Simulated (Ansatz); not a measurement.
# BGeH+ (doublet): wave-function methods side by side, cc-pVDZ

How much of the correlation energy of BGeH+ (doublet) does each wave-function method recover here?

Computed with Ansatz 0.2.0, Gaussian basis. Level: cc-pVDZ, core rule «outside noble gas», up to 15 orbitals frozen.

Plan: UHF; CCSD(T) on ROHF; CCSD(T) on UHF; BCCD(T) on ROHF; CISD; CCSDT(Q) on ROHF; CCSDT(Q) on UHF; CASSCF and MRCISD+Q, 7 electrons in 9 orbitals; CASSCF and NEVPT2, 7 electrons in 9 orbitals.

19 further runs of the same task are left out: 9 that didn't finish, 10 set aside as unsound or not needed.

## (1) The system

The geometry is a PBE0/def2-TZVP stationary point (not a proven minimum) of the parent state, kept for this charge and spin. No spin-orbit coupling is included. The filled d shell of Ge may be among the frozen orbitals whatever the setting's name suggests; the logs give the count.

3 atoms, charge 1, spin multiplicity 2.

Atoms are counted from 1 here; the program's logs count them from 0.

Bond lengths: Ge1–B2 1.963 Å, B2–H3 1.188 Å. Angles: Ge1–B2–H3 180.0°.

## (2) UHF

Input file in.yaml:

```yaml
crystal:
  periodic: [false, false, false]
  atoms:
    - {symbol: Ge, position_ang: [0.000000, 0.000000, 1.704490]}
    - {symbol: B, position_ang: [0.000000, 0.000000, -0.258320]}
    - {symbol: H, position_ang: [0.000000, 0.000000, -1.446169]}
basis:
  gaussian: {orbitals: cc-pVDZ}
total_charge: 1
magnetization: {spin_polarized: true, initial_magnetization: 1}
hamiltonian: {xc: hf}
output: {orbitals: {seedname: orbitals}}
```

On the command line:

```
ansatz run in.yaml --threads 1 --pin off --events-out ev --progress --plain --max-ram 2393MiB
```

After this run come: CCSD(T) on ROHF; CCSD(T) on UHF; BCCD(T) on ROHF; CISD; CCSDT(Q) on ROHF; CCSDT(Q) on UHF; CASSCF and MRCISD+Q, 7 electrons in 9 orbitals; CASSCF and NEVPT2, 7 electrons in 9 orbitals.

**Question.** What will the summary of the whole plan be? Wanted: UCCSDT(Q) below the RHF energy; RMP2 from UCCSDT(Q); UMP2 from UCCSDT(Q); RCCSD from UCCSDT(Q); RCCSD(T) from UCCSDT(Q); UCCSD(T) from UCCSDT(Q); RCCSDT(Q) from UCCSDT(Q); NEVPT2 valence from UCCSDT(Q); MRCISD+Q valence from UCCSDT(Q).

As calculated:

| quantity | value |
| --- | --- |
| UCCSDT(Q) below the RHF energy | -3.8815 eV |
| RMP2 from UCCSDT(Q) | +1017.4 meV |
| UMP2 from UCCSDT(Q) | +1019.0 meV |
| RCCSD from UCCSDT(Q) | +133.0 meV |
| RCCSD(T) from UCCSDT(Q) | +34.2 meV |
| UCCSD(T) from UCCSDT(Q) | +33.1 meV |
| RCCSDT(Q) from UCCSDT(Q) | +1.1 meV |
| NEVPT2 valence from UCCSDT(Q) | +515.1 meV |
| MRCISD+Q valence from UCCSDT(Q) | +5.6 meV |
| levels within 1 kcal/mol (43 meV) | RCCSD(T), UCCSD(T), BCCD(T), RCCSDT, UCCSDT, RCCSDT(Q), MRCISD+Q valence |
| T1 diagnostic | 0.016 |
| effectively unpaired electrons | 1.06 |

What this shows: RCCSD(T) misses by +34.2 meV, 0.9 % of the correlation energy. One determinant dominates. Of the multireference levels listed MRCISD+Q valence comes nearest in total energy (+5.6 meV), which doesn't show that its space is the better one. Coupled cluster took another determinant than the lowest Hartree-Fock one. These misses are within one basis, not against nature; the frozen cores of restricted and unrestricted runs differ, which can shift their rows.
